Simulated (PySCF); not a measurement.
# GeBr: changing the method

Starting from one script, swap the method and compare what comes out for GeBr.

Method: method and basis as typed in the scripts; program: PySCF 2.14.0.

2 further runs of the same task are left out: 2 that didn't finish.

### 1 Starting geometry

GeBr: 2 atoms, charge 0, spin multiplicity 2.

Bond lengths: Ge1–Br2 2.275 Å.

### 2 The base run

input.py

```python
from pyscf import gto, scf, mp

mol = gto.M(
    atom='Ge 0 0 0; Br 0 0 2.275',
    basis='minao',
    charge=0,
    spin=1,
    verbose=4,
)
mf = scf.UHF(mol)
mf.kernel()
mp.MP2(mf, frozen=18).kernel()
mf.dip_moment()
print('orbital energies (hartree):', [e[max(0, n-3):n+3].round(4) for e, n in zip(mf.mo_energy, mol.nelec)])
```

Command:

```sh
> python input.py
```

### 3 Frozen orbitals 33

Run 1 changes frozen orbitals: 18 → 33.

input.py: that of step 2 with these lines changed.

```diff
@@ -11,3 +11,3 @@
 mf.kernel()
-mp.MP2(mf, frozen=18).kernel()
+mp.MP2(mf, frozen=33).kernel()
 mf.dip_moment()
```

### 4 SCF alone

Run 2 changes step after the SCF: mp2 → none.

input.py: that of step 2 with these lines changed.

```diff
@@ -1,2 +1,2 @@
-from pyscf import gto, scf, mp
+from pyscf import gto, scf
 
@@ -11,3 +11,2 @@
 mf.kernel()
-mp.MP2(mf, frozen=18).kernel()
 mf.dip_moment()
```

### 5 Hf,lyp (UKS)

Run 3 changes functional: none (Hartree–Fock) → hf,lyp; SCF type: UHF → UKS; step after the SCF: mp2 → analyze.

input.py

```python
from pyscf import gto, dft

mol = gto.M(
    atom='Ge 0 0 0; Br 0 0 2.275',
    basis='minao',
    charge=0,
    spin=1,
    verbose=4,
)
mf = dft.UKS(mol, xc='hf,lyp')
mf.kernel()
mf.analyze()
print('orbital energies (hartree):', [e[max(0, n-3):n+3].round(4) for e, n in zip(mf.mo_energy, mol.nelec)])
```

### 6 Gradient

Run 4 changes step after the SCF: mp2 → gradient.

input.py: that of step 2 with these lines changed.

```diff
@@ -1,2 +1,2 @@
-from pyscf import gto, scf, mp
+from pyscf import gto, scf
 
@@ -11,3 +11,3 @@
 mf.kernel()
-mp.MP2(mf, frozen=18).kernel()
+mf.nuc_grad_method().kernel()
 mf.dip_moment()
```

### 7 Population analysis

Run 5 changes step after the SCF: mp2 → analyze.

input.py

```python
from pyscf import gto, scf

mol = gto.M(
    atom='Ge 0 0 0; Br 0 0 2.275',
    basis='minao',
    charge=0,
    spin=1,
    verbose=4,
)
mf = scf.UHF(mol)
mf.kernel()
mf.analyze()
print('orbital energies (hartree):', [e[max(0, n-3):n+3].round(4) for e, n in zip(mf.mo_energy, mol.nelec)])
```

### 8 TDA

Run 6 changes step after the SCF: mp2 → tda; number of roots: none → 8.

input.py: that of step 2 with these lines changed.

```diff
@@ -1,2 +1,2 @@
-from pyscf import gto, scf, mp
+from pyscf import gto, scf, tdscf
 
@@ -11,3 +11,6 @@
 mf.kernel()
-mp.MP2(mf, frozen=18).kernel()
+td = tdscf.TDA(mf)
+td.nstates = 8
+td.kernel()
+td.analyze()
 mf.dip_moment()
```

What does the calculation give? Wanted: for each run, E(SCF); from base; gap, α spin; SCF dipole; after the SCF.

As calculated:

| run | E(SCF) (hartree) | from base (eV) | cycles | gap, α spin (eV) | SCF dipole (D) | after the SCF |
| --- | --- | --- | --- | --- | --- | --- |
| base | -4647.827549 | 0 | 9 | 7.40 | 2.13 | MP2 correlation -0.578 eV, core frozen |
| frozen orbitals 33 | -4647.827549 | not comparable | 9 | 7.40 | 2.13 | n/a |
| SCF alone | -4647.827549 | 0.0000 | 9 | 7.40 | 2.13 | n/a |
| hf,lyp (UKS) | -4651.063344 | not comparable | 8 | 7.30 | 2.30 | n/a |
| gradient | -4647.827549 | 0.0000 | 9 | 7.40 | 2.13 | n/a |
| population analysis | -4647.827549 | 0.0000 | 9 | 7.40 | 2.13 | n/a |
| TDA | -4647.827549 | 0.0000 | 9 | 7.40 | 2.13 | lowest root found 3.11 eV |

**Reading.** A lower total energy from another functional means nothing by itself. The dearest run is “gradient”, at 20 s against 4 s. Rows marked «poor choice» come from settings spoiled on purpose.
